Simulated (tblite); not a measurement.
# C4H12N2OSi: the cost of one run

The runs use tblite 0.8.0 and PySCF 2.14.0, with density-fitted response routines of our own; the level of theory stands in each step. All values are computed, except where a source is named. Atoms count from 0, in the outputs and in this text.

### 1 The molecule as given

20 atoms, charge 0, multiplicity 1; geometry from: force field or distance geometry start.

Bonds of the start (Å): N0–Si1 1.81, Si1–N2 1.81, Si1–O3 1.71, O3–C4 1.41, C4–C5 1.54, C5–C6 1.53, C6–C7 1.54, C7–C4 1.51, N0–H8 1.07, N0–H9 1.05, Si1–H10 1.46, N2–H11 1.03, N2–H12 1.04, C4–H13 1.08, C5–H14 1.11, C5–H15 1.11, C6–H16 1.10, C6–H17 1.09, C7–H18 1.09, C7–H19 1.13.

### 2 Optimising the geometry with GFN2-xTB

The job: settings as JSON, then the geometry in Å.

```
{"job": {"kind": "relax", "xc": "GFN2-xTB", "basis": "xTB"}, "charge": 0, "multiplicity": 1}
N      2.492800     1.231200     0.079500
Si     1.664900    -0.014800    -0.940000
N      2.121100    -1.616600    -0.229000
O     -0.029400     0.195400    -0.946800
C     -0.623700    -0.264100     0.241700
C     -1.571600     0.848000     0.715900
C     -2.400700     0.408400    -0.496900
C     -1.897600    -0.992500    -0.102900
H      2.090000     2.190500    -0.149400
H      3.473600     1.270000    -0.296600
H      2.127800     0.113000    -2.320300
H      3.044800    -1.852000    -0.623300
H      2.217500    -1.463700     0.792900
H      0.023300    -0.679800     0.995500
H     -1.142300     1.873100     0.652700
H     -1.991600     0.553800     1.697600
H     -1.876500     0.725800    -1.408100
H     -3.472700     0.565700    -0.409100
H     -1.866600    -1.718000    -0.921400
H     -2.388200    -1.362600     0.845700
```

Run with:

```sh
$ OMP_NUM_THREADS=1 python probes_run.py task.json out
```

The driver reads the jobs from task.json and runs them one after another.

**Question.** How long does this first job take on 1 thread of AMD EPYC 9B45, shared host, and how much memory does it need?

About 1.1 s, with a peak of 0.18 GiB.
